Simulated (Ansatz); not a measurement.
**C₄H₅F₃: small, medium and large basis sets**

Aim: see how fast density functionals converge with the basis set for C₄H₅F₃.

Computed with Ansatz 0.2.0, Gaussian basis. Level: one geometry, several basis sets.

The runs, in order: PBE0-D4/def2-SVP; ωB97M-V/def2-SVP; PBE0-D4/def2-QZVPP; ωB97M-V/def2-QZVPP; the functionals' def2-TZVPP values are taken from earlier runs.

## Step 1: The geometry

An earlier PBE0-D4 in a triple-zeta def2 set relaxation fixed the geometry.

SMILES `FC/C=C/C(F)F`, 12 atoms, charge 0, spin multiplicity 1.

Atoms are counted from 1 here; the program's logs count them from 0.

Bond lengths: F1–C2 1.376 Å, C2–C3 1.484 Å, C2–H8 1.097 Å, C2–H9 1.097 Å, C3–C4 1.322 Å, C3–H10 1.087 Å, C4–C5 1.488 Å, C4–H11 1.085 Å, C5–F6 1.356 Å, C5–F7 1.363 Å, C5–H12 1.096 Å. Angles: F1–C2–C3 112.0°, F1–C2–H8 108.0°, F1–C2–H9 108.1°, C3–C2–H8 110.4°, C3–C2–H9 110.3°, H8–C2–H9 107.8°, C2–C3–C4 124.4°, C2–C3–H10 115.5°, C4–C3–H10 120.1°, C3–C4–C5 123.4°, C3–C4–H11 121.1°, C5–C4–H11 115.5°, C4–C5–F6 111.8°, C4–C5–F7 109.8°, C4–C5–H12 113.0°, F6–C5–F7 107.3°, F6–C5–H12 107.5°, F7–C5–H12 107.1°.

Coordinates:

```csv
atom,x (Å),y (Å),z (Å)
F1,0.9260,-2.2788,0.4544
C2,0.3484,-1.3892,1.3304
C3,-0.0864,-0.1433,0.6520
C4,0.0671,0.0975,-0.6392
C5,-0.3794,1.3547,-1.2972
F6,-0.8572,2.2519,-0.3992
F7,0.6718,1.9411,-1.9362
H8,-0.5071,-1.8858,1.8041
H9,1.0800,-1.1600,2.1146
H10,-0.5559,0.5983,1.2924
H11,0.5311,-0.6320,-1.2940
H12,-1.1613,1.1906,-2.0481
```

## Step 2: PBE0-D4 in def2-SVP

Input file in.yaml:

```yaml
crystal:
  periodic: [false, false, false]
  atoms:
    - {symbol: F, position_ang: [0.925964, -2.278753, 0.454441]}
    - {symbol: C, position_ang: [0.348362, -1.389203, 1.330395]}
    - {symbol: C, position_ang: [-0.086417, -0.143337, 0.651979]}
    - {symbol: C, position_ang: [0.067131, 0.097465, -0.639189]}
    - {symbol: C, position_ang: [-0.379399, 1.354651, -1.297211]}
    - {symbol: F, position_ang: [-0.857198, 2.251883, -0.399187]}
    - {symbol: F, position_ang: [0.671760, 1.941093, -1.936187]}
    - {symbol: H, position_ang: [-0.507136, -1.885791, 1.804075]}
    - {symbol: H, position_ang: [1.079960, -1.159985, 2.114576]}
    - {symbol: H, position_ang: [-0.555869, 0.598287, 1.292394]}
    - {symbol: H, position_ang: [0.531123, -0.632013, -1.294024]}
    - {symbol: H, position_ang: [-1.161281, 1.190605, -2.048064]}
basis:
  gaussian: {orbitals: def2-SVP}
hamiltonian: {xc: pbe0, dispersion: d4}
output: {orbitals: {seedname: orbitals}}
```

Launch:

```
$ ansatz run in.yaml --threads 4 --pin off --events-out ev --progress --plain --max-ram 11315MiB
```

Further steps of the session: ωB97M-V in def2-SVP; PBE0-D4 in def2-QZVPP; ωB97M-V in def2-QZVPP.

**Question.** What will the summary of the whole plan be? Wanted: PBE0-D4: double and triple zeta above quadruple; ωB97M-V: double and triple zeta above quadruple.

As calculated:

| quantity | value |
| --- | --- |
| PBE0-D4: double and triple zeta above quadruple | 15.28, 0.64 eV |
| ωB97M-V: double and triple zeta above quadruple | 15.67, 0.61 eV |

PBE0-D4 gains 14.64 eV from double to triple zeta, then 0.64 eV more. These are total energies; as a rule much of such shifts cancels in differences, which this series doesn't test.
